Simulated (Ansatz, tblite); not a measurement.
# Si(SH)2Cl2 (Cl2H2S2Si): a ladder of methods and basis sets

Aim: run the singlet of Si(SH)2Cl2 (Cl2H2S2Si) at one geometry on many levels, and compare frontier levels, spin and run time.

Program: Ansatz 0.2.0, Gaussian basis. Level of theory: as each input shows. These are calculated values, not measurements.

Levels to be run: GFN1-xTB, GFN2-xTB, PBE-D4/def2-TZVP, r2SCAN-D4/def2-TZVP, revPBE-D4/def2-TZVP, HSE06-D4/def2-TZVP, CAM-B3LYP-D4/def2-TZVP, ωB97X-V/def2-TZVP, B2PLYP/def2-TZVP, B97M-V/def2-TZVP, r2SCANh-D4/def2-TZVP, PBE-D4/def2-SVP, PBE0-D4/def2-SVP, HF/STO-3G, CCSD(T)/def2-TZVP, RPA/def2-TZVP.

### 1 The geometry

The singlet was relaxed beforehand with PBE-D4/def2-SVP.

7 atoms, charge 0, spin multiplicity 1.

Bond lengths: Si1–S2 2.136 Å, Si1–S4 2.136 Å, Si1–Cl6 2.077 Å, Si1–Cl7 2.077 Å, S2–H3 1.364 Å, S4–H5 1.364 Å. Angles: S2–Si1–S4 104.5°, S2–Si1–Cl6 109.3°, S2–Si1–Cl7 114.0°, S4–Si1–Cl6 114.0°, S4–Si1–Cl7 109.3°, Cl6–Si1–Cl7 106.0°, Si1–S2–H3 93.0°, Si1–S4–H5 93.0°.

PBE0-D4/def2-TZVP was run before; its log isn't repeated, and its numbers join the tables.

### 2 GFN1-xTB

Tight binding, by tblite at 300 K electronic temperature and without a spin-polarisation term:

```python
tblite.interface.Calculator('GFN1-xTB', numbers, positions, charge=0, uhf=0).singlepoint()
```

Energy -518.5489 eV, HOMO -11.40 eV, LUMO -4.66 eV; 0.007 s.

### 3 GFN2-xTB

Tight binding, by tblite at 300 K electronic temperature and without a spin-polarisation term:

```python
tblite.interface.Calculator('GFN2-xTB', numbers, positions, charge=0, uhf=0).singlepoint()
```

Energy -502.2331 eV, HOMO -11.25 eV, LUMO -6.33 eV; 0.006 s.

### 4 PBE-D4/def2-TZVP

start.molden holds the orbitals of an earlier run on this state, given as this run's starting guess.

The input, in.yaml:

```yaml
crystal:
  periodic: [false, false, false]
  atoms:
    - {symbol: Si, position_ang: [-0.107680, 0.001805, -0.075762]}
    - {symbol: S, position_ang: [-0.005343, -0.187249, 2.049206]}
    - {symbol: H, position_ang: [-1.230438, 0.383781, 2.230707]}
    - {symbol: S, position_ang: [1.930036, 0.157552, -0.696388]}
    - {symbol: H, position_ang: [1.674483, -0.391309, -1.918411]}
    - {symbol: Cl, position_ang: [-1.267069, 1.654805, -0.564162]}
    - {symbol: Cl, position_ang: [-0.993999, -1.619385, -1.025190]}
basis:
  gaussian: {orbitals: def2-TZVP, initial_orbitals: start.molden}
hamiltonian: {xc: pbe, dispersion: d4}
scf: {omitted_lower_state_checks: [starts]}
output: {forces: true, orbitals: {seedname: orbitals}}
```

On the command line:

```bash
$ ansatz run in.yaml --threads 4 --pin off --events-out ev --progress --plain --max-ram 3916MiB
```

The runs that follow: r2SCAN-D4/def2-TZVP; revPBE-D4/def2-TZVP; HSE06-D4/def2-TZVP; CAM-B3LYP-D4/def2-TZVP; ωB97X-V/def2-TZVP; B2PLYP/def2-TZVP; B97M-V/def2-TZVP; r2SCANh-D4/def2-TZVP; PBE-D4/def2-SVP; PBE0-D4/def2-SVP; HF/STO-3G; CCSD(T)/def2-TZVP; RPA/def2-TZVP.

Q: Predict the results of all the runs planned. Wanted: gap in def2-TZVP, named functionals, smallest and largest; correlation energy, CCSD(T)/def2-TZVP; binding an atom, CCSD(T)/def2-TZVP; PBE0 total energy, smallest basis above largest.

The runs gave:

| quantity | value |
| --- | --- |
| gap in def2-TZVP, named functionals, smallest and largest | 4.92 eV (PBE-D4), 11.73 eV (ωB97X-V) |
| correlation energy, CCSD(T)/def2-TZVP | -25.50 eV |
| binding an atom, CCSD(T)/def2-TZVP | 3.065 eV |
| PBE0 total energy, smallest basis above largest | 19.07 eV (def2-SVP, def2-TZVP) |

**Reading.** Over the named functionals in def2-TZVP the gap runs from 4.92 eV (PBE-D4) to 11.73 eV (ωB97X-V); exact exchange widens it. A small miss in a minimal or small basis is a cancelling of errors, not accuracy. The functionals in def2-TZVP miss CCSD(T)/def2-TZVP by +0.103 (CAM-B3LYP-D4) to +0.235 eV (B97M-V) an atom. The reference is CCSD(T) in one finite basis, so it carries an error of its own, often a tenth of an eV or more, and near misses can't be ranked.
